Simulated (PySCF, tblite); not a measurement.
**C₇H₈ClO radical: geometry, infrared bands and EPR parameters**

Aim: predict the infrared bands and EPR parameters of C₇H₈ClO radical (`[H]/[C]=C\[C@@H](C)[C@@H]1O/C1=C/Cl`).

The runs use tblite 0.8.0 and PySCF 2.14.0, with density-fitted response routines of our own; the level of theory stands in each step. All values are computed, except where a source is named. Atoms are numbered from 0 throughout.

### Step 1. The starting structure

17 atoms, charge 0, multiplicity 2; geometry from: force field or distance geometry start.

Bonds of the start (Å): C0–C1 1.30, C1–C2 1.53, C2–C3 1.53, C2–C4 1.49, C4–O5 1.50, O5–C6 1.33, C6–C7 1.32, C7–Cl8 1.70, C6–C4 1.40, C0–H9 1.07, C1–H10 1.08, C2–H11 1.09, C3–H12 1.08, C3–H13 1.10, C3–H14 1.10, C4–H15 1.08, C7–H16 1.08.

### Step 2. Relaxing the molecule with GFN2-xTB

The job: settings as JSON, then the geometry in Å.

```
{"job": {"kind": "relax", "xc": "GFN2-xTB", "basis": "xTB"}, "charge": 0, "multiplicity": 2}
C     -1.377800     1.920800     0.892500
C     -1.369700     0.930800     0.046400
C     -0.576600    -0.356600     0.263700
C     -1.526000    -1.546600     0.106800
C      0.564300    -0.484200    -0.690700
O      1.659200    -1.397200    -0.224900
C      1.863400    -0.089800    -0.363600
C      2.834900     0.786800    -0.192100
Cl     2.627800     2.447300    -0.510200
H     -1.401200     2.740800     1.581700
H     -1.918100     1.028200    -0.877400
H     -0.208100    -0.370100     1.293300
H     -1.946800    -1.617400    -0.886700
H     -2.355500    -1.492400     0.820000
H     -0.992800    -2.481300     0.311500
H      0.292700    -0.540600    -1.730900
H      3.823300     0.533600     0.150500
```

Run with:

```
$ OMP_NUM_THREADS=1 python probes_run.py task.json out
```

The driver reads the jobs from task.json and runs them one after another.

**Question.** This job is followed by: GFN2-xTB harmonic vibrations, gas phase; UKS B3LYP, pcH-1 on C Cl H O, non-relativistic, mean-field spin-orbit, GIAO. What will the session give for the following? strongest single infrared mode (GFN2-xTB); zero-point energy (GFN2-xTB); g(iso) (B3LYP); ⟨S²⟩; largest a(iso) (averaged by class); potential on the surface of density 0.002 e/bohr³, 1st and 99th percentile.

**Answer**, as computed:

```
                                                                  quantity                 value
                                 strongest single infrared mode (GFN2-xTB)  1918 cm⁻¹, 74 km/mol
                                              zero-point energy (GFN2-xTB)         78.7 kcal/mol
                                                            g(iso) (B3LYP)               2.00223
                                                                      ⟨S²⟩    0.759 (exact 0.75)
                                        largest a(iso) (averaged by class)  13C on C0, 308.2 MHz
potential on the surface of density 0.002 e/bohr³, 1st and 99th percentile    -0.94 V and 1.26 V
```

Over 99 steps the energy fell by 0.327 eV; of the close pairs, C4–O5 changed most, 1.500 to 1.441 Å. No mode is imaginary among the 45: a minimum at this level. The strongest single mode, at 1918 cm⁻¹, moves mainly C6. Unscaled tight-binding wavenumbers are off by several per cent, some by more. Its intensities can rank the bands wrongly. Most of the unpaired spin sits on C0 (1.04 e). The isotropic g lies 0.1 ppt below the free-electron value. These values are for one conformer; the search (at its own cheap level) found 2 more, at 0.94, 2.12 kcal/mol, and measured spectra average over such forms.
